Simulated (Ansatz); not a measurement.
# Cl2H2Sn, SMILES [Cl][SnH2][Cl]: an atomisation energy

Computed with the Ansatz DFT code, driven from Python.

The cells in order, each with its output:

In [1]:
```python
from collections import Counter

import ansatz
```

In [2]:
```python
def single_point(molecule, charge=0, unpaired=0):
    calc = molecule.calculation().basis(gaussian="def2-SVP").correlation("ccsd_t")
    if charge:
        calc = calc.charge(charge)
    if unpaired:
        calc = calc.spin("collinear", total=unpaired)
    return calc.run(threads=1).report["free_energy_ev"]
```

In [3]:
```python
cl2h2sn = (
    ansatz.Crystal.molecule()
    .atom("Cl", (-1.8464, -0.3275, 1.2527))
    .atom("Sn", (0.1094, -0.071, 0.0283))
    .atom("Cl", (-0.2649, 1.3542, -1.831))
    .atom("H", (0.6996, -1.6336, -0.5388))
    .atom("H", (1.3522, 0.6043, 1.0474))
)
```

In [4]:
```python
# Hund ground states
unpaired = {"Cl": 1, "Sn": 2, "H": 1}
counts = Counter(site.symbol for site in cl2h2sn.cartesian_sites)
atom_energy = {s: single_point(ansatz.Crystal.molecule().atom(s, (0, 0, 0)), 0, unpaired[s]) for s in counts}
whole = single_point(cl2h2sn, 0, 0)
for s, e in atom_energy.items():
    print(f"{s:2s} x{counts[s]}  {e:14.5f} eV")
print(f"Cl2H2Sn: {whole:.5f} eV")
split = sum(counts[s] * e for s, e in atom_energy.items()) - whole
print(f"atomisation energy (no zero-point term): {split:.3f} eV, {split / sum(counts.values()):.3f} eV an atom")
```
```text
Cl x2    -12502.16241 eV
Sn x1     -5807.13565 eV
H  x2       -13.58606 eV
Cl2H2Sn: -30849.95200 eV
atomisation energy (no zero-point term): 11.319 eV, 2.264 eV an atom
```

11.319 eV from the electronic energies, without the zero-point term.

Reading the output:
- Total energies depend on the basis set; only differences at equal settings carry meaning.
- The geometry is a force-field or estimated start, not a minimum of this method, and the basis set is short of its limit. All parts are taken at fixed geometry, without zero-point energy.
- def2 sets replace the cores of elements past krypton by effective core potentials.
- In double-zeta sets correlated atomisation energies come out some 10 to 15 % low.
- The spin-orbit lowering of heavy atoms is left out.
- Wall time of the script: 4.3 s on 1 thread of Arm Neoverse V1, with other jobs on the host, peak memory 0.24 GiB.

(Lines on the test bed's own set-up are left out of the output.)
